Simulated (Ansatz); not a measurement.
**One shape, several levels: triplet GeH3O2F**

Wanted: a comparison of 6 runs (U-r2SCAN0/def2-SVP, UB3LYP/def2-SVP, UBHLYP/def2-SVP, UPBE/def2-SVP, UPBE0/def2-SVP, UBCCD(T)/def2-SVP) of triplet GeH3O2F. 

Program for the calculation: Ansatz 0.2.0.

72 further runs of the same task are left out: 72 set aside as unsound or not needed.

### 1 The molecule

The species is GeH3O2F (7 atoms), meant as a triplet with charge 0. SMILES of the parent species: `[OH][GeH]([OH])[F]`. The coordinates come from a PBE0-D4/def2-TZVP relaxation. This is one conformer, not always the lowest. That shape belongs to the parent species and isn't relaxed for this state.

Bond lengths: O1–Ge2 1.758 Å, Ge2–O3 1.748 Å, Ge2–F4 1.736 Å, O1–H5 0.961 Å, Ge2–H6 1.522 Å, O3–H7 0.961 Å. Angles: O1–Ge2–O3 108.4°, O1–Ge2–F4 104.7°, O3–Ge2–F4 110.1°, O1–Ge2–H6 116.0°, O3–Ge2–H6 108.9°, F4–Ge2–H6 108.5°, Ge2–O1–H5 112.4°, Ge2–O3–H7 112.8°.

### 2 A single-point energy at U-r2SCAN0/def2-SVP (run 1)

File molecule.yaml:

```yaml
basis:
  gaussian:
    orbitals: def2-SVP
crystal:
  periodic: [false, false, false]
  atoms:
    - symbol: O
      position_ang: [-0.352900, 1.140300, -0.859300]
    - symbol: Ge
      position_ang: [-0.107500, -0.026800, 0.432400]
    - symbol: O
      position_ang: [1.518200, -0.656000, 0.307600]
    - symbol: F
      position_ang: [-1.260300, -1.284500, 0.113200]
    - symbol: H
      position_ang: [-1.209200, 1.041800, -1.283900]
    - symbol: H
      position_ang: [-0.331400, 0.485800, 1.847500]
    - symbol: H
      position_ang: [1.804400, -0.768700, -0.603100]
magnetization:
  spin_polarized: true
  initial_magnetization: 2
hamiltonian:
  xc: {name: r2SCAN0}
accuracy: high
output:
  orbitals: {seedname: orbitals}
```

Launch:

```bash
ansatz run molecule.yaml --threads 1 --pin off --max-ram 3480MiB --events-out events.jsonl --progress --plain --runs-dir runs
```

The program printed:

```text
Warning: RAYON_NUM_THREADS=1 ignored (pool sized by the plan → 1); use --threads N
Functional definition: r2SCAN0
  name "r2SCAN0"
  parameter a = 0.25
  parameter k0 = 0.174
  parameter k1 = 0.065
  parameter a1 = 4.9479
  exchange = (1 - a)*r2scan_x(k0 = k0, k1 = k1, a1 = a1) + a*exact_x
  correlation = r2scan_c
1869 factors; integrals over basis functions are off by at most 4.4e-9 eV
mean field evaluation 1: about -63347.1214 eV, gradient 4.6e1 eV
mean field evaluation 2: about -63327.6364 eV, gradient 8.1e1 eV
mean field evaluation 4: about -63354.3314 eV, gradient 1.1e1 eV
mean field evaluation 8: about -63355.0396 eV, gradient 2.5e0 eV
mean field evaluation 16: about -63355.4614 eV, gradient 1.2e-1 eV
mean field evaluation 32: about -63355.1305 eV, gradient 2.9e0 eV
mean field -63355.46252032 eV, -2328.2703037469 hartree, gradient 2.8e-8 eV, S^2 2.008811; 4 other end points of the search recorded, 0 dependent functions left out
reference -63355.46252197 eV, -2328.2703038074 hartree; 31, 29 occupied and 58, 60 virtual orbitals, 1869 factors
Total energy: -63355.46252197 eV, -2328.2703038074 hartree
```

Wall time 50 s (1 thread of Arm Neoverse V2, shared host); peak memory 0.59 GiB.

### 3 A single-point energy at UB3LYP/def2-SVP (run 2)

File input.yaml:

```yaml
crystal:
  periodic: [false, false, false]
  atoms:
    - {symbol: O, position_ang: [-0.352900, 1.140300, -0.859300]}
    - {symbol: Ge, position_ang: [-0.107500, -0.026800, 0.432400]}
    - {symbol: O, position_ang: [1.518200, -0.656000, 0.307600]}
    - {symbol: F, position_ang: [-1.260300, -1.284500, 0.113200]}
    - {symbol: H, position_ang: [-1.209200, 1.041800, -1.283900]}
    - {symbol: H, position_ang: [-0.331400, 0.485800, 1.847500]}
    - {symbol: H, position_ang: [1.804400, -0.768700, -0.603100]}
basis:
  gaussian:
    orbitals: def2-SVP
accuracy: high
magnetization:
  spin_polarized: true
  initial_magnetization: 2
output: {orbitals: {seedname: orbitals}}
hamiltonian:
  xc: {name: B3LYP}
```

Launch:

```bash
ansatz run input.yaml --threads 1 --pin off --max-ram 3480MiB --events-out events.jsonl --progress --plain --runs-dir runs
```

The program printed:

```text
Warning: RAYON_NUM_THREADS=1 ignored (pool sized by the plan → 1); use --threads N
Functional definition: B3LYP
  name "B3LYP"
  parameter a0 = 0.2
  parameter ax = 0.72
  parameter ac = 0.81
  exchange = (1 - a0 - ax)*slater_x + ax*b88_x + a0*exact_x
  correlation = (1 - ac)*vwn_rpa_c + ac*lyp_c
1869 factors; integrals over basis functions are off by at most 4.4e-9 eV
mean field evaluation 1: about -63351.5033 eV, gradient 5.2e1 eV
mean field evaluation 2: about -63315.1280 eV, gradient 1.0e2 eV
mean field evaluation 4: about -63358.0863 eV, gradient 2.7e1 eV
mean field evaluation 8: about -63361.4689 eV, gradient 1.9e0 eV
mean field evaluation 16: about -63361.6534 eV, gradient 9.5e-2 eV
mean field evaluation 32: about -63361.6541 eV, gradient 2.7e-4 eV
mean field evaluation 64: about -63361.6475 eV, gradient 8.3e-1 eV
mean field -63361.65411049 eV, -2328.4978404888 hartree, gradient 8.2e-8 eV, S^2 2.008848; 6 other end points of the search recorded, 0 dependent functions left out
reference -63361.65414883 eV, -2328.4978418976 hartree; 31, 29 occupied and 58, 60 virtual orbitals, 1869 factors
Total energy: -63361.65414883 eV, -2328.4978418976 hartree
```

Wall time 29 s (1 thread of Arm Neoverse V2, shared host); peak memory 0.46 GiB.

Run 3 isn't shown in full; the table further down has it.

### 4 A single-point energy at UPBE/def2-SVP (run 4)

input.yaml, as its differences from that of step 3:

```diff
@@ -13,3 +13,2 @@
     orbitals: def2-SVP
-accuracy: high
 magnetization:
@@ -17,4 +16,6 @@
   initial_magnetization: 2
-output: {orbitals: {seedname: orbitals}}
 hamiltonian:
-  xc: {name: B3LYP}
+  xc: pbe
+accuracy: high
+output:
+  orbitals: {seedname: orbitals}
```

Launch:

```bash
ansatz run input.yaml --threads 1 --pin off --max-ram 3480MiB --events-out events.jsonl --progress --plain --runs-dir runs
```

The program printed, cut to the lines that bear on the results:

```text
Warning: RAYON_NUM_THREADS=1 ignored (pool sized by the plan → 1); use --threads N
Functional definition: PBE
  name "PBE"
[...]
1869 factors; integrals over basis functions are off by at most 4.4e-9 eV
[...]
mean field -63345.48459879 eV, -2327.9036218939 hartree, gradient 1.2e-8 eV, S^2 2.003247; 8 other end points of the search recorded, 0 dependent functions left out
reference -63345.48460249 eV, -2327.9036220298 hartree; 31, 29 occupied and 58, 60 virtual orbitals, 1869 factors
Total energy: -63345.48460249 eV, -2327.9036220298 hartree
```

Wall time 25 s (1 thread of Arm Neoverse V2, shared host); peak memory 0.28 GiB.

Run 5 isn't shown in full; the table further down has it.

### 5 The energy at UBCCD(T)/def2-SVP (run 6)

File job.yaml:

```yaml
crystal:
  periodic: [false, false, false]
  atoms:
    - {symbol: O, position_ang: [-0.352900, 1.140300, -0.859300]}
    - {symbol: Ge, position_ang: [-0.107500, -0.026800, 0.432400]}
    - {symbol: O, position_ang: [1.518200, -0.656000, 0.307600]}
    - {symbol: F, position_ang: [-1.260300, -1.284500, 0.113200]}
    - {symbol: H, position_ang: [-1.209200, 1.041800, -1.283900]}
    - {symbol: H, position_ang: [-0.331400, 0.485800, 1.847500]}
    - {symbol: H, position_ang: [1.804400, -0.768700, -0.603100]}
basis:
  gaussian:
    orbitals: def2-SVP
magnetization:
  spin_polarized: true
  initial_magnetization: 2
correlation:
  method: bccd_t
  frozen_orbitals: {F: 1, Ge: 9, H: 0, O: 1}
accuracy: high
scf:
  omitted_lower_state_checks: [cluster_reference, increment]
```

Launch:

```bash
ansatz run job.yaml --threads 1 --pin off --max-ram 3480MiB --events-out events.jsonl --progress --plain --runs-dir runs
```

The program printed, cut to the lines that bear on the results:

```text
Warning: RAYON_NUM_THREADS=1 ignored (pool sized by the plan → 1); use --threads N
Functional definition: HF
  name "HF"
[...]
1869 factors; integrals over basis functions are off by at most 4.4e-9 eV
[...]
mean field -63283.68711702 eV, -2325.6326063266 hartree, gradient 2.4e-8 eV, S^2 2.007721; 6 other end points of the search recorded, 0 dependent functions left out
12 core orbitals not correlated: weight in the atoms' cores, before any rotation towards them, 1.000 or more for the frozen orbitals, at most 0.000 for the correlated occupied ones
reference -63283.68711702 eV, -2325.6326063266 hartree; 19, 17 occupied and 58, 60 virtual orbitals, 1869 factors
second order -20.59515936 eV of doubles, -0.00000000 eV of singles
cycle   1  -20.38653944 eV  change    2.1e-1 eV  update   1.1e-1
[...]
cycle  40  -21.01930430 eV  change   9.2e-10 eV  update   2.2e-9
perturbative correction -0.57454902 eV, -0.0211142872 hartree
Total energy: -63305.28097034 eV, -2326.4261657995 hartree
Checks for a lower state left out: cluster_reference, increment
```

Wall time 3.8 min (1 thread of Arm Neoverse V2, shared host); peak memory 1.5 GiB.

### 6 The series

| run | level | frozen core orbitals | energy (Eh) | HOMO energy (eV) | ⟨S²⟩ | wall time |
| --- | --- | --- | --- | --- | --- | --- |
| 1 | U-r2SCAN0/def2-SVP | – | -2328.270304 | -2.54 | 2.009 | 50 s |
| 2 | UB3LYP/def2-SVP | – | -2328.497842 | -2.07 | 2.009 | 29 s |
| 3 | UBHLYP/def2-SVP | – | -2328.310401 | -3.10 | 2.008 | 21 s |
| 4 | UPBE/def2-SVP | – | -2327.903622 | -1.33 | 2.003 | 25 s |
| 5 | UPBE0/def2-SVP | – | -2327.933641 | -2.31 | 2.008 | 29 s |
| 6 | UBCCD(T)/def2-SVP | 12 | -2326.426166 | – | 2.008 | 3.8 min |

### 7 Results

| quantity | value |
| --- | --- |
| run 6: total energy | -2326.42617 Eh |
| run 6: correlation energy (12 core orbitals frozen) | -793.6 mEh |
| run 6: (T) correction | -21.11 mEh |
| run 6: ⟨S²⟩ of the reference determinant | 2.008 |

What this shows: Totals of different functionals can't be ranked against each other. All runs together took 6.4 min, the longest 3.8 min.
